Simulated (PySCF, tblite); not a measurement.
**C4H5ClNO radical: geometry, infrared bands and EPR parameters**

What infrared bands and EPR parameters should C4H5ClNO radical (`[NH]C(=O)/C=C\CCl`) show?

Programs: tblite 0.8.0 and PySCF 2.14.0, with density-fitted response routines of our own. Each step states its level of theory. These are calculated values for one molecule in the gas phase, unless marked as measured. Atoms are numbered from 0 throughout.

### Step 1. The starting structure

12 atoms, charge 0, multiplicity 2; geometry from: force field or distance geometry start.

Bonds of the start (Å): N0–C1 1.45, C1–O2 1.25, C1–C3 1.44, C3–C4 1.31, C4–C5 1.46, C5–Cl6 1.77, N0–H7 1.05, C3–H8 1.09, C4–H9 1.10, C5–H10 1.12, C5–H11 1.09.

### Step 2. Geometry optimisation with GFN2-xTB

The job: settings as JSON, then the geometry in Å.

```
{"job": {"kind": "relax", "xc": "GFN2-xTB", "basis": "xTB"}, "charge": 0, "multiplicity": 2}
N      2.713700    -0.143100    -0.596700
C      1.366900    -0.262700    -0.069100
O      1.256100    -1.096600     0.862100
C      0.364300     0.579500    -0.660300
C     -0.903800     0.626100    -0.321700
C     -1.581200    -0.157400     0.709400
Cl    -2.843900    -1.105800    -0.094700
H      3.468600    -0.738800    -0.176000
H      0.682700     1.245400    -1.467400
H     -1.538000     1.331300    -0.887000
H     -2.111600     0.509400     1.431900
H     -0.872800    -0.788000     1.243500
```

Launch:

```bash
$ OMP_NUM_THREADS=1 python probes_run.py task.json out
```

One launch serves the whole session: the jobs run in the order shown.

**Question.** This job is followed by: GFN2-xTB harmonic vibrations, gas phase; UKS B3LYP, pcH-1 on C Cl H N O, non-relativistic, mean-field spin-orbit, GIAO. What will the session give for the following? strongest single infrared mode (GFN2-xTB); zero-point energy (GFN2-xTB); g(iso) (B3LYP); ⟨S²⟩; largest a(iso) (averaged by class); potential on the surface of density 0.002 e/bohr³, 1st and 99th percentile.

As calculated:

| quantity | value |
| --- | --- |
| strongest single infrared mode (GFN2-xTB) | 1061 cm⁻¹, 381 km/mol |
| zero-point energy (GFN2-xTB) | 51.5 kcal/mol |
| g(iso) (B3LYP) | 2.01021 |
| ⟨S²⟩ | 0.758 (exact 0.75) |
| largest a(iso) (averaged by class) | 13C on C1, -35.5 MHz |
| potential on the surface of density 0.002 e/bohr³, 1st and 99th percentile | -0.92 V and 1.53 V |

**Reading.** Relaxing lowered the energy by 0.641 eV in 36 steps; the close pair that moved most is N0–C1, from 1.451 to 1.293 Å. All 30 modes are real, so the xTB geometry is a minimum. The strongest single mode, at 1061 cm⁻¹, moves mainly H7. Unscaled tight-binding wavenumbers are off by several per cent, some by more. Its intensities can rank the bands wrongly. The largest spin populations lie on O2 (0.55 e), N0 (0.43 e). The isotropic g lies 7.9 ppt above the free-electron value.
